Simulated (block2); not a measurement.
# DMRG/STO-3G run of Br2 (SMILES BrBr)

What is the energy change on altering one bond length of Br2 at DMRG/STO-3G? 

The results are computed with block2 0.5.4.

4 further runs of the same task are left out: 1 that didn't finish, 3 set aside as unsound or not needed.

## 1. The system as given

Br2 has 2 atoms, charge 0, and is taken as a singlet. As SMILES, `BrBr`. Geometry: relaxed at GFN2-xTB.

Bond lengths: Br1–Br2 2.282 Å.

## 2. A single-point energy at DMRG/STO-3G

File prepare.py:

```python
import numpy as np
from pyscf import ao2mo, cc, dft, gto, lo, mcscf, mp, scf
from pyscf.tools import fcidump

mol = gto.M(atom="""
Br
Br 1 2.281636
""", basis="sto-3g", charge=0, verbose=4, max_memory=2000)
print("basis functions = %d" % (mol.nao))
mf = scf.RHF(mol)
mf.conv_tol = 1e-10
mf.max_cycle = 200
mf.kernel()
if not mf.converged:
    mf = mf.newton().run(mf.mo_coeff, mf.mo_occ)
print(f"E(HF) = {mf.e_tot:.10f}")
ref = mf
pt = mp.MP2(ref, frozen=18).run()
mycc = cc.CCSD(ref, frozen=18)
mycc.max_cycle = 150
mycc.kernel()
print("MP2 total energy = %.10f" % (pt.e_tot))
if mycc.converged:
    print(f"CCSD total energy = {mycc.e_tot:.10f}")
    print("CCSD(T) total energy = %.10f" % (mycc.e_tot + mycc.ccsd_t()))
    print("T1 = %.4f" % (mycc.get_t1_diagnostic()))
ks = dft.RKS(mol, xc="tpssh").set(conv_tol=1e-9, verbose=3).run()
if ks.converged:
    print(f"E(TPSSh) = {ks.e_tot:.8f}")
ks = dft.RKS(mol, xc="camb3lyp").set(conv_tol=1e-9, verbose=3).run()
if ks.converged:
    print("E(CAM-B3LYP) = %.8f" % (ks.e_tot))
ks = dft.RKS(mol, xc="b3lyp").set(conv_tol=1e-9, verbose=3).run()
if ks.converged:
    print("E(B3LYP) = %.8f" % (ks.e_tot))
ks = dft.RKS(mol, xc="revpbe").set(conv_tol=1e-9, verbose=3).run()
if ks.converged:
    print(f"E(revPBE) = {ks.e_tot:.8f}")
ks = dft.RKS(mol, xc="r2scan").set(conv_tol=1e-9, verbose=3).run()
if ks.converged:
    print("E(r2SCAN) = %.8f" % (ks.e_tot))
mo = mf.mo_coeff.copy()
for a, b in ((18, 35), (35, 36)):
    if b - a > 1:
        mo[:, a:b] = lo.PM(mol, mo[:, a:b]).kernel()
mf.mo_coeff = mo
cas = mcscf.CASCI(mf, 18, 34)
h1, ecore = cas.get_h1eff()
fcidump.from_integrals("FCIDUMP", h1, cas.get_h2eff(), 18, 34, nuc=ecore, ms=0)
ci = mcscf.CASCI(mf, 18, (17, 17))
ci.fix_spin_(ss=0)
ci.fcisolver.conv_tol = 1e-10
ci.fcisolver.max_cycle = 200
ci.kernel()
print("FCI energy = %.10f" % (ci.e_tot))
```

File dmrg.conf:

```
sym c1
orbitals FCIDUMP
nelec 34
spin 0
irrep 1
occ 2 2 2 2 2 2 2 2 2 2 2 2 2 2 2 2 2 0
cbias 0.2
schedule
0 100 1E-08 1E-04
2 150 1E-08 1E-04
5 200 1E-08 1E-05
9 200 1E-09 0.0
end
maxiter 15
sweep_tol 1E-06
gaopt default
mem 2g
num_thrds 1
prefix ./tmp
outputlevel 1
onepdm
```

Launch:

```
$ python prepare.py && block2main dmrg.conf
```

Output:

```text
$ python prepare.py

[INPUT] verbose = 4
[INPUT] num. atoms = 2
[INPUT] num. electrons = 70
[INPUT] charge = 0
[INPUT] spin (= nelec alpha-beta = 2S) = 0
[INPUT] symmetry False subgroup None
[INPUT] Mole.unit = angstrom
[INPUT] Symbol           X                Y                Z      unit          X                Y                Z       unit  Magmom
[INPUT]  1 Br     0.000000000000   0.000000000000   0.000000000000 AA    0.000000000000   0.000000000000   0.000000000000 Bohr   0.0
[INPUT]  2 Br     2.281636000000   0.000000000000   0.000000000000 AA    4.311667155948   0.000000000000   0.000000000000 Bohr   0.0

nuclear repulsion = 284.112839811872
number of shells = 16
number of NR pGTOs = 108
number of NR cGTOs = 36
basis = sto-3g
ecp = {}
CPU time:         0.52
basis functions = 36

******** <class 'pyscf.scf.hf.RHF'> ********
method = RHF
initial guess = minao
damping factor = 0
level_shift factor = 0
DIIS = <class 'pyscf.scf.diis.CDIIS'>
diis_start_cycle = 1
diis_space = 8
diis_damp = 0
SCF conv_tol = 1e-10
SCF conv_tol_grad = None
SCF max_cycles = 200
direct_scf = True
direct_scf_tol = 1e-13
chkfile to save SCF result = tmpqc4wxcup
max_memory 2000 MB (current use 108 MB)
Set gradient conv threshold to 1e-05
Initial guess from minao.
[... 13 lines left out ...]
converged SCF energy = -5089.32785788685
[... 23 lines left out ...]
Init t2, MP2 energy = -5089.34415951291  E_corr(MP2) -0.0163016260596081
[... 9 lines left out ...]
CCSD converged
[... 1 line left out ...]
MP2 total energy = -5089.3441595128
CCSD total energy = -5089.3519309054
[... 1 line left out ...]
CCSD(T) total energy = -5089.3519309054
[... 10 lines left out ...]
converged SCF energy = -5091.95230331888
[... 10 lines left out ...]
converged SCF energy = -5092.13999944691
[... 10 lines left out ...]
converged SCF energy = -5091.97183917556
[... 10 lines left out ...]
converged SCF energy = -5091.53380751814
[... 10 lines left out ...]
converged SCF energy = -5092.17614341158
[... 33 lines left out ...]
sorting_mo_energy = False
[... 15 lines left out ...]
CASCI converged
[... 1 line left out ...]
FCI energy = -5089.3519308800
[... 36 lines left out ...]
integral sym error =            0
[... 39 lines left out ...]
Sweep =    8 | Direction =  forward | Bond dimension =  200 | Noise =  1.00e-05 | Dav threshold =  1.00e-08
Time elapsed =      0.700 | E =   -5089.3519308760 | DE = -2.27e-13 | DW = 4.73140e-15

Sweep =    9 | Direction = backward | Bond dimension =  200 | Noise =  0.00e+00 | Dav threshold =  1.00e-09
Time elapsed =      0.771 | E =   -5089.3519308798 | DE = -3.76e-09 | DW = 4.90670e-15

Final canonical form =  CRRRRRRRRRRRRRRRRR 0
DMRG Energy = -5089.351930879762222
npdm string = ['(C+D)0']

Build NPDM MPO | Nsites =    18 | Nmaxops =  2 | SymbolFree = T | Cutoff = 0.00e+00
 Site =     0 /    18 .. L =        4 R =        1 M =            0 Tmid = 0.000 T = 0.000
 Site =     1 /    18 .. L =        4 R =       35 M =           35 Tmid = 0.000 T = 0.000
 Site =     2 /    18 .. L =        4 R =       33 M =           33 Tmid = 0.000 T = 0.000
 Site =     3 /    18 .. L =        4 R =       31 M =           31 Tmid = 0.000 T = 0.000
 Site =     4 /    18 .. L =        4 R =       29 M =           29 Tmid = 0.000 T = 0.000
 Site =     5 /    18 .. L =        4 R =       27 M =           27 Tmid = 0.000 T = 0.000
 Site =     6 /    18 .. L =        4 R =       25 M =           25 Tmid = 0.000 T = 0.000
 Site =     7 /    18 .. L =        4 R =       23 M =           23 Tmid = 0.000 T = 0.000
 Site =     8 /    18 .. L =        4 R =       21 M =           21 Tmid = 0.000 T = 0.000
 Site =     9 /    18 .. L =        4 R =       19 M =           19 Tmid = 0.000 T = 0.000
 Site =    10 /    18 .. L =        4 R =       17 M =           17 Tmid = 0.000 T = 0.000
 Site =    11 /    18 .. L =        4 R =       15 M =           15 Tmid = 0.000 T = 0.000
 Site =    12 /    18 .. L =        4 R =       13 M =           13 Tmid = 0.000 T = 0.000
 Site =    13 /    18 .. L =        4 R =       11 M =           11 Tmid = 0.000 T = 0.000
 Site =    14 /    18 .. L =        4 R =        9 M =            9 Tmid = 0.000 T = 0.000
 Site =    15 /    18 .. L =        4 R =        7 M =            7 Tmid = 0.000 T = 0.000
 Site =    16 /    18 .. L =        4 R =        5 M =            5 Tmid = 0.000 T = 0.000
 Site =    17 /    18 .. L =        1 R =        4 M =            4 Tmid = 0.000 T = 0.000
Ttotal =      0.000

Expectation | Direction =  forward | BRA bond dimension =  100 | KET bond dimension =  100
Time elapsed =      0.026
NPDM Sorting | Nsites =    18 | Nmaxops =  2 | DotSite = 2 | SymbolFree = T | Compressed = T | LowMem = F | Mem = 2.53 KB
Ttotal =      0.000

DMRG OCC =   2.000 2.000 2.000 2.000 2.000 2.000 2.000 2.000 2.000 2.000 1.997 1.997 1.952 1.999 1.999 1.999 1.999 0.060
```

Run time: 12 s. Hardware: 1 thread of AMD EPYC 7B13 (Zen 3), shared host; peak memory 0.2 GiB.

## 3. The distorted shape: the energy at DMRG/STO-3G

File integrals.py:

```python
from pyscf import ao2mo, cc, dft, gto, mcscf, mp, scf
from pyscf.tools import fcidump

mol = gto.M(atom="mol.xyz", basis="sto-3g", charge=0, verbose=3)
print("basis functions = %d" % (mol.nao))
mf = scf.RHF(mol)
mf.conv_tol = 1e-10
mf.max_cycle = 200
mf.kernel()
if not mf.converged:
    mf = mf.newton().run(mf.mo_coeff, mf.mo_occ)
print(f"E(HF) = {mf.e_tot:.10f}")
ref = mf
pt = mp.MP2(ref, frozen=18).run()
mycc = cc.CCSD(ref, frozen=18)
mycc.max_cycle = 150
mycc.kernel()
print("E(MP2) = %.10f" % (pt.e_tot))
if mycc.converged:
    print(f"E(CCSD) = {mycc.e_tot:.10f}")
    print(f"CCSD(T) total energy = {mycc.e_tot + mycc.ccsd_t():.10f}")
    print("T1 diagnostic = %.4f" % (mycc.get_t1_diagnostic()))
ks = dft.RKS(mol, xc="tpssh").set(conv_tol=1e-9, verbose=3).run()
if ks.converged:
    print("E(TPSSh) = %.8f" % (ks.e_tot))
ks = dft.RKS(mol, xc="camb3lyp").set(conv_tol=1e-9, verbose=3).run()
if ks.converged:
    print("E(CAM-B3LYP) = %.8f" % (ks.e_tot))
ks = dft.RKS(mol, xc="b3lyp").set(conv_tol=1e-9, verbose=3).run()
if ks.converged:
    print("E(B3LYP) = %.8f" % (ks.e_tot))
ks = dft.RKS(mol, xc="revpbe").set(conv_tol=1e-9, verbose=3).run()
if ks.converged:
    print("E(revPBE) = %.8f" % (ks.e_tot))
ks = dft.RKS(mol, xc="r2scan").set(conv_tol=1e-9, verbose=3).run()
if ks.converged:
    print(f"E(r2SCAN) = {ks.e_tot:.8f}")
occ_no, mo = mcscf.addons.make_natural_orbitals(mp.MP2(mf, frozen=18).run())
mf.mo_coeff = mo
cas = mcscf.CASCI(mf, 18, 34)
h1, ecore = cas.get_h1eff()
fcidump.from_integrals("FCIDUMP", h1, cas.get_h2eff(), 18, 34, nuc=ecore, ms=0)
ci = mcscf.CASCI(mf, 18, (17, 17))
ci.fix_spin_(ss=0)
ci.fcisolver.conv_tol = 1e-10
ci.fcisolver.max_cycle = 200
ci.kernel()
print(f"E(FCI) = {ci.e_tot:.10f}")
```

File block.conf:

```
sym c1
orbitals FCIDUMP
nelec 34
spin 0
irrep 1
occ 2 2 2 2 2 2 2 2 2 2 2 2 2 2 2 2 2 0
cbias 0.1
schedule
0 300 1E-07 1E-04
2 400 1E-07 1E-05
6 400 1E-08 0.0
end
maxiter 12
sweep_tol 1E-06
gaopt default
mem 1g
num_thrds 1
prefix ./tmp
outputlevel 1
onepdm
```

Launch:

```
$ python integrals.py && block2main block.conf
```

Output:

```text
$ python integrals.py
basis functions = 36
converged SCF energy = -5089.225412529
E(HF) = -5089.2254125290
E(RMP2) = -5089.26742558989  E_corr = -0.0420130608946904
E(SCS-RMP2) = -5089.27582820207  E_corr = -0.0504156730736285
E(CCSD) = -5089.300647576005  E_corr = -0.07523504700683585
E(MP2) = -5089.2674255899
E(CCSD) = -5089.3006475760
CCSD(T) correction = 1.60192332773101e-18
CCSD(T) total energy = -5089.3006475760
T1 diagnostic = 0.0044
converged SCF energy = -5091.88528550709
E(TPSSh) = -5091.88528551
converged SCF energy = -5092.06010871752
E(CAM-B3LYP) = -5092.06010872
converged SCF energy = -5091.90578589067
E(B3LYP) = -5091.90578589
converged SCF energy = -5091.47560731304
E(revPBE) = -5091.47560731
converged SCF energy = -5092.11059940832
E(r2SCAN) = -5092.11059941
E(RMP2) = -5089.26742558989  E_corr = -0.0420130608946904
E(SCS-RMP2) = -5089.27582820207  E_corr = -0.0504156730736285
CASCI E = -5089.30064754779  E(CI) = -351.541158174919  S^2 = 0.0000000
E(FCI) = -5089.3006475478

$ block2main block.conf

********************************** INPUT START **********************************
sym                                                             c1
orbitals                                                   FCIDUMP
nelec                                                           34
spin                                                             0
irrep                                                            1
occ                            2 2 2 2 2 2 2 2 2 2 2 2 2 2 2 2 2 0
cbias                                                          0.1
maxiter                                                         12
sweep_tol                                                    1E-06
gaopt                                                      default
mem                                                             1g
num_thrds                                                        1
prefix                                                       ./tmp
outputlevel                                                      1
onepdm
schedule                  Sweep   0-   1 : Mmps =   300 Noise =    0.0001 DavTol =     1e-07
                          Sweep   2-   5 : Mmps =   400 Noise =     1e-05 DavTol =     1e-07
                          Sweep   6-  11 : Mmps =   400 Noise =         0 DavTol =     1e-08
********************************** INPUT END   **********************************

SPIN ADAPTED - REAL DOMAIN - DOUBLE PREC
qc mpo type =  QCTypes.Conventional
 UseMainStack = 0 MinDiskUsage = 1 MinMemUsage = 0 IBuf = 0 OBuf = 0
 FPCompression: prec = 1.00e-16 chunk = 1024
 IMain = 0 B / 66.8 MB DMain = 0 B / 343 MB ISeco = 0 B / 28.6 MB DSeco = 0 B / 515 MB
 OpenMP = 1 TBB = 0 BLIS = 0 MKL = GNU 2024.0.2 SeqType = Tasked AlignType = None MKLIntLen = 4
 THREADING = 2 layers : Global | Operator BatchedGEMM
 NUMBER : Global = 1 Operator = 1 Quanta = 0 MKL = 1
 COMPLEX = 1 SINGLE-PREC = 1 KSYMM = 0
using gaopt reorder =  [16 17 14 15 12 11 10 13  6  4  5  7  1  2  3  0  9  8]
read integral finished 4.479058110853657
integral sym error =            0
MinMPOMemUsage =  False
MPS =  CCRRRRRRRRRRRRRRRR 0 2 < N=34 S=0 PG=0 >
GS INIT MPS BOND DIMS =       1     3     4     5     6     7     8     9    10    11    10     9     8     7     6     5     4     3     1
pre-mpo memory usage =  170 MB
build mpo start ...
build mpo finished ... Tread = 0.000 Twrite = 0.000 T = 0.039
simpl mpo start ...
simpl mpo finished ... Tread = 0.000 Twrite = 0.000 T = 0.109
GS MPO BOND DIMS =      23    30    41    56    75    98   125   156   191   156   125    98    75    56    41    30    23     1
build 1pdm mpo 4.688851807964966
build identity mpo 4.690845487872139
memory usage =  213 MB
para mpo finished 4.691610018955544
env init finished 4.719963487936184

Sweep =    0 | Direction =  forward | Bond dimension =  300 | Noise =  1.00e-04 | Dav threshold =  1.00e-07
Time elapsed =      0.089 | E =   -5089.3006319052 | DW = 6.83210e-15

Sweep =    1 | Direction = backward | Bond dimension =  300 | Noise =  1.00e-04 | Dav threshold =  1.00e-07
Time elapsed =      0.175 | E =   -5089.3006466389 | DE = -1.47e-05 | DW = 8.82838e-15

Sweep =    2 | Direction =  forward | Bond dimension =  400 | Noise =  1.00e-05 | Dav threshold =  1.00e-07
Time elapsed =      0.256 | E =   -5089.3006470894 | DE = -4.51e-07 | DW = 1.11466e-14

Sweep =    3 | Direction = backward | Bond dimension =  400 | Noise =  1.00e-05 | Dav threshold =  1.00e-07
Time elapsed =      0.329 | E =   -5089.3006470894 | DE = -1.14e-13 | DW = 1.10096e-14

Sweep =    4 | Direction =  forward | Bond dimension =  400 | Noise =  1.00e-05 | Dav threshold =  1.00e-07
Time elapsed =      0.405 | E =   -5089.3006470895 | DE = -6.82e-13 | DW = 1.13081e-14

Sweep =    5 | Direction = backward | Bond dimension =  400 | Noise =  1.00e-05 | Dav threshold =  1.00e-07
Time elapsed =      0.486 | E =   -5089.3006470895 | DE = 0.00e+00 | DW = 1.10096e-14

Sweep =    6 | Direction =  forward | Bond dimension =  400 | Noise =  0.00e+00 | Dav threshold =  1.00e-08
Time elapsed =      0.551 | E =   -5089.3006475251 | DE = -4.36e-07 | DW = 3.48702e-15

Final canonical form =  LLLLLLLLLLLLLLLLLC 16
DMRG Energy = -5089.300647525141358
npdm string = ['(C+D)0']

Build NPDM MPO | Nsites =    18 | Nmaxops =  2 | SymbolFree = T | Cutoff = 0.00e+00
 Site =     0 /    18 .. L =        4 R =        1 M =            0 Tmid = 0.000 T = 0.000
 Site =     1 /    18 .. L =        4 R =       35 M =           35 Tmid = 0.000 T = 0.000
 Site =     2 /    18 .. L =        4 R =       33 M =           33 Tmid = 0.000 T = 0.000
 Site =     3 /    18 .. L =        4 R =       31 M =           31 Tmid = 0.000 T = 0.000
 Site =     4 /    18 .. L =        4 R =       29 M =           29 Tmid = 0.000 T = 0.000
 Site =     5 /    18 .. L =        4 R =       27 M =           27 Tmid = 0.000 T = 0.000
 Site =     6 /    18 .. L =        4 R =       25 M =           25 Tmid = 0.000 T = 0.000
 Site =     7 /    18 .. L =        4 R =       23 M =           23 Tmid = 0.000 T = 0.000
 Site =     8 /    18 .. L =        4 R =       21 M =           21 Tmid = 0.000 T = 0.000
 Site =     9 /    18 .. L =        4 R =       19 M =           19 Tmid = 0.000 T = 0.000
 Site =    10 /    18 .. L =        4 R =       17 M =           17 Tmid = 0.000 T = 0.000
 Site =    11 /    18 .. L =        4 R =       15 M =           15 Tmid = 0.000 T = 0.000
 Site =    12 /    18 .. L =        4 R =       13 M =           13 Tmid = 0.000 T = 0.000
 Site =    13 /    18 .. L =        4 R =       11 M =           11 Tmid = 0.000 T = 0.000
 Site =    14 /    18 .. L =        4 R =        9 M =            9 Tmid = 0.000 T = 0.000
 Site =    15 /    18 .. L =        4 R =        7 M =            7 Tmid = 0.000 T = 0.000
 Site =    16 /    18 .. L =        4 R =        5 M =            5 Tmid = 0.000 T = 0.000
 Site =    17 /    18 .. L =        1 R =        4 M =            4 Tmid = 0.000 T = 0.000
Ttotal =      0.000

Expectation | Direction = backward | BRA bond dimension =  300 | KET bond dimension =  300
Time elapsed =      0.025
NPDM Sorting | Nsites =    18 | Nmaxops =  2 | DotSite = 2 | SymbolFree = T | Compressed = T | LowMem = F | Mem = 2.53 KB
Ttotal =      0.000

DMRG OCC =   2.000 2.000 2.000 2.000 2.000 2.000 2.000 2.000 2.000 2.000 2.000 2.000 1.997 1.997 2.000 1.998 1.645 0.364
```

It took 12 s on 1 thread of AMD EPYC 7B13 (Zen 3), shared host; peak memory 0.21 GiB.

## 4. What came out

At DMRG/STO-3G, 18 core orbitals frozen:

| quantity | value |
| --- | --- |
| run 1, DMRG/STO-3G: total energy | -5089.35193 Eh |
| run 1, DMRG/STO-3G: T1 diagnostic of the CCSD step | 0.002 |
| distorted shape: total energy | -5089.30065 Eh |
| distorted shape: T1 diagnostic of the CCSD step | 0.004 |
| energy change with the Br1–Br2 bond stretched from 2.282 to 2.966 Å | 1.395 eV |

What this shows: With the Br1–Br2 bond stretched from 2.282 to 2.966 Å the energy rises by 1.40 eV (32 kcal/mol). The first shape isn't relaxed at this level, so the change isn't measured from a minimum. The minimal basis adds a large error of its own.
